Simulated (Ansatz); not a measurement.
# BCl₂H₆NSi₂: small, medium and large basis sets

An exercise on one series of results from a longer session: the logs are not shown, and one member is left open.

Program: Ansatz 0.2.0, Gaussian basis. Level of theory: one geometry, several basis sets. These are calculated values, not measurements.

Plan: PBE0-D4/def2-SVP; ωB97M-V/def2-SVP; PBE0-D4/def2-QZVPP; ωB97M-V/def2-QZVPP; the functionals' def2-TZVPP values are taken from earlier runs.

## Structure used throughout

The geometry comes from an earlier relaxation with PBE0-D4 in a triple-zeta def2 set; it is a stationary point, not always the lowest conformer.

SMILES `[SiH3]N([SiH3])B(Cl)Cl`, 12 atoms, charge 0, spin multiplicity 1.

Atoms are counted from 1 here; the program's logs count them from 0.

Bond lengths: Si1–N2 1.766 Å, Si1–H7 1.482 Å, Si1–H8 1.482 Å, Si1–H9 1.482 Å, N2–Si3 1.766 Å, N2–B4 1.402 Å, Si3–H10 1.482 Å, Si3–H11 1.482 Å, Si3–H12 1.482 Å, B4–Cl5 1.765 Å, B4–Cl6 1.765 Å. Angles: N2–Si1–H7 106.8°, N2–Si1–H8 110.4°, N2–Si1–H9 110.4°, H7–Si1–H8 109.5°, H7–Si1–H9 109.5°, H8–Si1–H9 110.1°, Si1–N2–Si3 122.2°, Si1–N2–B4 118.9°, Si3–N2–B4 118.9°, N2–Si3–H10 106.8°, N2–Si3–H11 110.4°, N2–Si3–H12 110.4°, H10–Si3–H11 109.5°, H10–Si3–H12 109.5°, H11–Si3–H12 110.2°, N2–B4–Cl5 121.3°, N2–B4–Cl6 121.3°, Cl5–B4–Cl6 117.3°.

Set-up of the first run:

The input, in.yaml:

```yaml
crystal:
  periodic: [false, false, false]
  atoms:
    - {symbol: Si, position_ang: [-1.081159, -0.789367, 1.015989]}
    - {symbol: N, position_ang: [-0.022293, 0.187429, -0.005742]}
    - {symbol: Si, position_ang: [1.289820, -0.522958, -0.950720]}
    - {symbol: B, position_ang: [-0.230474, 1.572111, -0.069160]}
    - {symbol: Cl, position_ang: [0.789280, 2.608397, -1.069152]}
    - {symbol: Cl, position_ang: [-1.522687, 2.348602, 0.847909]}
    - {symbol: H, position_ang: [-0.626610, -2.193801, 0.884299]}
    - {symbol: H, position_ang: [-2.486057, -0.678897, 0.558362]}
    - {symbol: H, position_ang: [-0.970321, -0.363678, 2.430833]}
    - {symbol: H, position_ang: [1.266578, -1.981117, -0.686849]}
    - {symbol: H, position_ang: [2.594305, 0.036190, -0.525314]}
    - {symbol: H, position_ang: [1.076519, -0.278010, -2.396355]}
basis:
  gaussian: {orbitals: def2-SVP}
hamiltonian: {xc: pbe0, dispersion: d4}
output: {orbitals: {seedname: orbitals}}
```

Started as:

```console
$ ansatz run in.yaml --threads 4 --pin off --events-out ev --progress --plain --max-ram 11315MiB
```

Among the steps run: PBE0-D4 in def2-SVP; ωB97M-V in def2-SVP; PBE0-D4 in def2-QZVPP; ωB97M-V in def2-QZVPP.

One of the session's tables, all rows but one given; the rest of the session is left out.

It belongs to the step «Density functionals: the series». 

| functional | basis | HOMO (eV) |
| --- | --- | --- |
| PBE0-D4 | def2-SVP | ? |
| PBE0-D4 | def2-TZVPP | -8.48 |
| PBE0-D4 | def2-QZVPP | -8.50 |
| ωB97M-V | def2-SVP | -10.57 |
| ωB97M-V | def2-TZVPP | -10.70 |
| ωB97M-V | def2-QZVPP | -10.72 |

Q: Estimate the row for PBE0-D4, def2-SVP from the others.

The run gave: HOMO (eV): -8.40. In the column «HOMO (eV)» it is the highest.
